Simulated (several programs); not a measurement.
## What each method gives for Ca2SeO (ordering on rocksalt)

Ca2SeO, ordered on the rocksalt lattice (P4/mmm) with 4 atoms a cell, relaxed with r2SCAN in Ansatz, was computed with several methods. It is tetragonal, P4/mmm (No. 123); conventional cell a = 3.883 Å, c = 5.494 Å, 20.71 Å³ an atom. O has 6 Ca at 2.75 Å; Ca has 4 Se at 2.75 Å and 2 O at 2.75 Å; Se has 6 Ca at 2.75 Å; Ca has 4 O at 2.75 Å and 2 Se at 2.75 Å. Note: simulated data, non-magnetic, for a generated structure that need not be the stable one.

Space group P4/mmm (No. 123). a = 3.883 Å, b = 3.883 Å, c = 5.494 Å, α = 90.00°, β = 90.00°, γ = 90.00°
```json
{"atom": "O", "site": "1a", "symmetry": "4/mmm", "x": "0.0000", "y": "0.0000", "z": "0.0000"}
{"atom": "Ca", "site": "1b", "symmetry": "4/mmm", "x": "0.0000", "y": "0.0000", "z": "0.5000"}
{"atom": "Se", "site": "1d", "symmetry": "4/mmm", "x": "0.5000", "y": "0.5000", "z": "0.5000"}
{"atom": "Ca", "site": "1c", "symmetry": "4/mmm", "x": "0.5000", "y": "0.5000", "z": "0.0000"}
```

Gaps and times are for a single point on this cell; volume and bulk modulus come from each method's own relaxation or energy curve at fixed shape, which is too stiff where a cell has free coordinates or axes. Times are rough, from shared hosts (Arm Neoverse V1; Intel Xeon Processor @ 2.70GHz), and each method has its own mesh and cell size. A dagger marks a closed or tiny gap in a crystal that DFT finds insulating: a failure of the method or a wrong SCF state. A double dagger marks a value from a curve with shape and coordinates held. PM6 (MOPAC), PM7 (MOPAC), GFN1-xTB (tblite), GFN2-xTB (tblite) treat a cluster of cells at its zone centre, which samples few k points: where these miss a band edge, the gap comes out too large for that reason alone. Gaps from k meshes are read at a limited set of points (mesh, symmetry points, PBE's band edges), so each method's own least gap may be somewhat smaller. xTB and the PM methods were fitted mostly to molecules, and can miss a solid's gap by electronvolts. Minimal bases can be far off for gaps. Times of the plane-wave ladder aren't listed, since it ran on unlike processors and cards. G0W0 is at finite bands, cutoff and mesh. d marks a direct gap, i an indirect one (no mark: not told apart), a dash a value that wasn't computed or didn't pass its checks.

```tsv
method	kind	gap (eV)	own volume (Å³/atom)	bulk modulus (GPa)	atoms computed	processor time
light PBE (260 eV and a coarse mesh)	light plane-wave	2.12 d	–	–	4	1.6 s
PM6 (MOPAC)	semi-empirical	1.40	–	–	cluster	3.1 s
PBE	semilocal	2.06 d	21.04	61‡	4	–
GFN1-xTB (tblite)	tight binding	0.00†	–	–	cluster	6.6 s
GFN2-xTB (tblite)	tight binding	0.15†	18.88‡	42‡	cluster	9.3 s
PM7 (MOPAC)	semi-empirical	2.30	–	–	cluster	9.4 s
PBE/SZV (CP2K)	small basis	0.05 d	–	–	4	9.6 s
r2SCAN	semilocal	2.51 d	20.71	67‡	4	–
PBE/DZVP (CP2K)	small basis	2.00 d	21.37‡	60‡	4	18 s
PBE+SOC	semilocal	2.01 d	–	–	4	–
PBE/single zeta (GPAW)	small basis	2.39 d	–	–	4	66 s
PBE0	hybrid	3.95 d	–	–	4	–
HSE06	hybrid	3.23 d	–	–	4	–
G0W0@r2SCAN (140 eV screening cutoff)	many-body	3.73	–	–	4	–
G0W0@HSE06 (140 eV screening cutoff)	many-body	4.07	–	–	4	–
G0W0@PBE (210 eV screening cutoff)	many-body	3.61	–	–	4	–
```

Against HSE06 (3.23 eV) and with closed or daggered gaps left aside, the nearest gap at the points sampled is that of G0W0@PBE (210 eV screening cutoff) (+0.38 eV) and the farthest that of PBE/SZV (CP2K) (-3.18 eV). HSE06 is only a yardstick of convenience, and nearness to it can be luck.

Volumes against r2SCAN's: PBE +1.6 %.

Runs without a result: GLLB-SC (GPAW) (single point).

Only the rows marked +SOC include spin-orbit coupling.
